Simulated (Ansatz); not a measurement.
# AgH3N: the cost of one run

Method: RKS PBE-D4/def2-SVP; program: Ansatz 0.2.0, Gaussian basis.

Levels: PBE-D4, revPBE-D4, BLYP-D4, r2SCAN-D4, B97M-V, PBE0-D4, B3LYP-D4, HSE06-D4, wB97X-V, wB97M-V, B2PLYP, Hartree-Fock, MP2, CCSD, CCSD(T). The reference is CCSD(T) extrapolated to the basis limit. For elements past Ar these valence bases correlate outer-core shells poorly, so that limit is rough.

Cores are frozen in the correlated methods. Filled d shells of the heavier atoms are correlated. Core potentials replace the inner electrons past krypton, and spin-orbit coupling is left out. B3LYP uses VWN-RPA correlation. B2PLYP carries no dispersion term here.

163 further runs of the same task are left out: 163 set aside as unsound or not needed.

## Step 1: Starting geometry

The pair, from a GFN2-xTB docking trial: 5 atoms, charge 1, spin multiplicity 1.

Atoms are counted from 1 here; the program's logs count them from 0.

Bond lengths: Ag1–N2 2.284 Å, N2–H3 1.021 Å, N2–H4 1.022 Å, N2–H5 1.023 Å. Angles: Ag1–N2–H3 112.0°, Ag1–N2–H4 112.7°, Ag1–N2–H5 112.2°, H3–N2–H4 106.7°, H3–N2–H5 106.3°, H4–N2–H5 106.5°.

Geometry (Å):

| atom | x (Å) | y (Å) | z (Å) |
| --- | --- | --- | --- |
| Ag1 | 0.0243 | 0.0712 | -2.0580 |
| N2 | -0.0015 | -0.0098 | 0.2240 |
| H3 | -0.9428 | -0.1561 | 0.5908 |
| H4 | 0.5801 | -0.7626 | 0.5981 |
| H5 | 0.3399 | 0.8574 | 0.6452 |

Atoms 1 to 1 are fragment A (Ag+), the rest fragment B (NH3).

## Step 2: A first relaxation in a small basis

Input file pre/in.yaml:

```yaml
crystal:
  periodic: [false, false, false]
  atoms:
    - {symbol: Ag, position_ang: [0.024300, 0.071200, -2.058000]}
    - {symbol: N, position_ang: [-0.001500, -0.009800, 0.224000]}
    - {symbol: H, position_ang: [-0.942800, -0.156100, 0.590800]}
    - {symbol: H, position_ang: [0.580100, -0.762600, 0.598100]}
    - {symbol: H, position_ang: [0.339900, 0.857400, 0.645200]}
basis:
  gaussian: {orbitals: def2-SVP}
total_charge: 1
hamiltonian: {xc: pbe, dispersion: d4}
relax: {f_tol: 0.03, max_steps: 250}
```

On the command line:

```
> ansatz run in.yaml --threads 2 --pin off --events-out ev --progress --plain --max-ram 5222MiB
```

What time and memory should one allow on 2 threads of Arm Neoverse V1, shared host?

About 3.6 s, with a peak of 0.11 GiB.
